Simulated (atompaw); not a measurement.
# Zr: generating and testing a PAW (atompaw) potential

Task: generate the file, and judge it by its logarithmic derivatives, its ghosts and its cutoff.

Method: atompaw 4.2.0.5, PBE, scalar-relativistic.

### Step 1. The design

The settings as typed:

```
element                 : zirconium (Zr, Z = 40)
type                    : PAW
frozen core             : [Ar] 3d10
valence charge          : 12
reference configuration : 4s2 4p6 4d2 5s1.75 5p0.25
partial waves           : 4s (bound); 5s (bound); 4p (bound); 5p (bound); 4d (bound); 4d channel at 0.4 Ry
local potential         : troulliermartins scheme with l = 3 at 0 Ry, radius 1.65 bohr
core correction         : smooth core density matched at 2.15 bohr
augmentation charge     : besselshape compensation charge, radius 1.85 bohr; PAW radius 2.40 bohr; waves and projectors: bloechl
```

The nodes and maxima of the atom's own shells, from an earlier all-electron run, set the scale for the radii.

All-electron outer shells of the reference configuration (PBE, scalar-relativistic, ld1.x):

| shell | level (eV) | outermost node (bohr) | outermost maximum (bohr) |
| --- | --- | --- | --- |
| 3p | -317.98 | 0.18 | 0.40 |
| 3d | -175.03 | – | 0.35 |
| 4s | -54.83 | 0.55 | 1.08 |
| 4p | -32.78 | 0.56 | 1.17 |
| 5s | -4.63 | 1.47 | 3.15 |
| 4d | -3.87 | 0.58 | 1.59 |
| 5p | -1.63 | 1.70 | 4.10 |

### Step 2. Generation

Contents of Zr.input:

```
Zr 40
GGA-PBE scalarrelativistic loggrid 1500 logderivrange -6 5 276
5 5 4 0 0 0
5 0 1.75
5 1 0.25
4 2 2
0 0 0
c
c
c
v
v
c
c
v
v
c
v
2
2.40 1.85 1.65 2.15
n
n
y
0.4
n
bloechl besselshape
3 0 troulliermartins
PWSCFOUT
UPFDX 0.0125d0 UPFXMIN -7.d0 UPFZMESH 40.d0
END
```

Run with:

```bash
atompaw < Zr.input > Zr.log
```

What does the calculation give? Wanted: cutoffs for 10 and 1 mRy, occupied levels; bound ghosts; largest phase difference near zero energy, channels read; lowest eigenvalue of the overlap; share of valence orbitals outside the PAW sphere; UPF file.

The runs gave:

| quantity | value |
| --- | --- |
| cutoffs for 10 and 1 mRy, occupied levels | 80 Ry and 110 Ry |
| bound ghosts | none found |
| largest phase difference near zero energy, channels read | 0.385 rad |
| lowest eigenvalue of the overlap (Bessel basis) | 0.014 (d) |
| share of valence orbitals outside the PAW sphere | 4s 1 %, 5s 86 %, 4p 4 %, 5p 96 %, 4d 36 % |
| UPF file | not written |

By its cutoff, 80 Ry for the looser tolerance, it is hard. It is free of bound ghosts as far as tested. Near zero energy the largest phase difference among the channels read is 0.39 rad, in the s channel. In the s channel the atom's pole at 4.36 Ry sits lower, at 1.22 Ry, in the pseudo curve. The pseudo curves have a pole with no partner nearby in the atom's: d at 1.81 Ry. At positive energy that is a spurious or a displaced resonance. The pseudo core plus compensation charge is negative at some radii, so no UPF file was written. These are tests on the free atom; a crystal test is still owed.
